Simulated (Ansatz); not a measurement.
TlCuCl3, space group Pm-3m: a comparison of functionals at one structure, run with the Ansatz DFT code, driven from Python.

Script `tlcucl3.py`:
```python
"""One structure of TlCuCl3 under several functionals."""

import argparse
import warnings

import ansatz as az

parser = argparse.ArgumentParser(description="One structure of TlCuCl3 under several functionals.")
parser.add_argument("--filling", default="cold", help="how the bands are filled")
parser.add_argument("--sigma", type=float, required=True, help="smearing width (eV)")
parser.add_argument("--k-density", type=float, required=True, help="k-point sampling")
args = parser.parse_args()


def main() -> None:
    warnings.simplefilter("ignore", az.DeckWarning)

    lattice = az.Lattice.of(
        (4.82013657, 0.0, 0.0),
        (0.0, 4.82013657, 0.0),
        (0.0, 0.0, 4.82013657),
    )
    sites = [
        ("Tl", (0.0, 0.0, 0.0)),
        ("Cu", (0.5, 0.5, 0.5)),
        ("Cl", (0.0, 0.5, 0.5)),
        ("Cl", (0.5, 0.0, 0.5)),
        ("Cl", (0.5, 0.5, 0.0)),
    ]
    cell = az.Crystal(lattice=lattice)
    for symbol, position in sites:
        cell = cell.atom(symbol, position)

    calculation = (
        cell.calculation()
        .occupations(args.filling, width=args.sigma)
        .kpoints(density=args.k_density)
        .pseudopotentials("paw")
        .basis(21 * az.Ha)
        .stress()
    )

    rows = []
    for value in ["blyp", "lda", "pbesol"]:
        r = calculation.functional(value).run(threads=1).report
        rows.append((value, r["free_energy_ev"] / len(r["lattice"]["sites"]), r["n_iterations"], sum(r["stress_gpa"][i][i] for i in range(3)) / 3, r["n_kpoints"]))

    print("  functional   F/atom (eV)    iterations       P (GPa)      k-points")
    for row in rows:
        print(f"{str(row[0]):>12s}  {row[1]:12.5f}  {row[2]:12d}  {row[3]:12.3f}  {row[4]:12d}")


if __name__ == "__main__":
    main()
```

Rank the functionals by the pressure that they give at this structure. What does the order say about their lattices?

From lowest to highest: LDA (-4.5 GPa), PBEsol (-2.0 GPa) and BLYP (4.7 GPa). At a fixed cell a lower pressure usually means a smaller equilibrium volume, so LDA prefers the smallest cell and BLYP the largest.

What the script printed:

```console
$ python tlcucl3.py --sigma 0.15 --k-density 3.8
  functional   F/atom (eV)    iterations       P (GPa)      k-points
        blyp   -4272.71513             9         4.725            10
         lda   -4167.57236             9        -4.462            10
      pbesol   -4214.06800             9        -2.039            10
```

Notes:
- The cell holds an odd number of electrons and is run without spin, so a magnetic state may lie lower.
- BLYP can be off by several per cent in the lattices of metals, and by several GPa in the pressure at a fixed cell.
- The mesh is modest for a metal, so energies can be off by several to tens of meV an atom and pressures by half a GPa or more; differences at equal mesh fare better.
- Pressure is positive in compression.
- Without a Hubbard U or exact exchange, semilocal functionals often make such 3d compounds metallic or too weakly gapped.
- Spin-orbit coupling, which matters for elements this heavy, is left out.
- The structure comes from a database of computed cells and needn't be a stable or known phase.
- Total energies of different functionals can't be compared; pressures, moments and gaps at this one structure can.
- Wall time of the script: 11 s on 1 thread of Intel(R) Xeon(R) Processor @ 2.30GHz (shared host), peak memory 0.6 GiB.
